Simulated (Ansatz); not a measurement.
# CHGeSi (quartet): from Hartree-Fock to the top rungs, cc-pVDZ

Aim: climb from Hartree-Fock through coupled cluster for CHGeSi (quartet) at one geometry and basis, and see what each rung misses.

Computed with Ansatz 0.2.0, Gaussian basis. Level: cc-pVDZ, core rule «outside noble gas», up to 20 orbitals frozen.

The runs, in order: UHF; CCSD(T) on ROHF; CCSD(T) on UHF; BCCD(T) on ROHF; CISD; CCSDT(Q) on ROHF; CCSDT(Q) on UHF.

42 further runs of the same task are left out: 29 that didn't finish, 13 set aside as unsound or not needed.

### 1 The system

The geometry is a PBE0/def2-TZVP stationary point (not a proven minimum). No spin-orbit coupling is included. The filled d shell of Ge may be among the frozen orbitals whatever the setting's name suggests; the logs give the count.

4 atoms, charge 0, spin multiplicity 4.

Atoms are counted from 1 here; the program's logs count them from 0.

Bond lengths: C1–Si2 1.685 Å, C1–H4 1.075 Å, Si2–Ge3 2.318 Å. Angles: Si2–C1–H4 180.0°, C1–Si2–Ge3 180.0°.

### 2 UHF

in.yaml reads:

```yaml
crystal:
  periodic: [false, false, false]
  atoms:
    - {symbol: C, position_ang: [0.000000, 0.000000, 1.153122]}
    - {symbol: Si, position_ang: [0.000000, 0.000000, -0.531576]}
    - {symbol: Ge, position_ang: [0.000000, 0.000000, -2.849718]}
    - {symbol: H, position_ang: [0.000000, 0.000000, 2.228172]}
basis:
  gaussian: {orbitals: cc-pVDZ}
magnetization: {spin_polarized: true, initial_magnetization: 3}
hamiltonian: {xc: hf}
output: {orbitals: {seedname: orbitals}}
```

On the command line:

```sh
$ ansatz run in.yaml --threads 1 --pin off --events-out ev --progress --plain --max-ram 2393MiB
```

Further steps of the session: CCSD(T) on ROHF; CCSD(T) on UHF; BCCD(T) on ROHF; CISD; CCSDT(Q) on ROHF; CCSDT(Q) on UHF.

Before running them: what should the planned runs give, taken together? Wanted: RCCSDT(Q) below the RHF energy; RMP2 from RCCSDT(Q); UMP2 from RCCSDT(Q); RCCSD from RCCSDT(Q); RCCSD(T) from RCCSDT(Q); UCCSD(T) from RCCSDT(Q); UCCSDT(Q) from RCCSDT(Q); T1 diagnostic.

As calculated:

| quantity | value |
| --- | --- |
| RCCSDT(Q) below the RHF energy | -8.3249 eV |
| RMP2 from RCCSDT(Q) | +145.0 kJ/mol |
| UMP2 from RCCSDT(Q) | +170.8 kJ/mol |
| RCCSD from RCCSDT(Q) | +45.3 kJ/mol |
| RCCSD(T) from RCCSDT(Q) | +9.1 kJ/mol |
| UCCSD(T) from RCCSDT(Q) | +10.0 kJ/mol |
| UCCSDT(Q) from RCCSDT(Q) | -0.7 kJ/mol |
| levels within 1 kcal/mol (43 meV) | RCCSDT, UCCSDT, UCCSDT(Q) |
| T1 diagnostic | 0.038 |

In words: RCCSD(T) lands +9.1 kJ/mol from the yardstick (1.1 % of the correlation energy). These misses are within one basis, not against nature; the frozen cores of restricted and unrestricted runs differ, which can shift their rows.
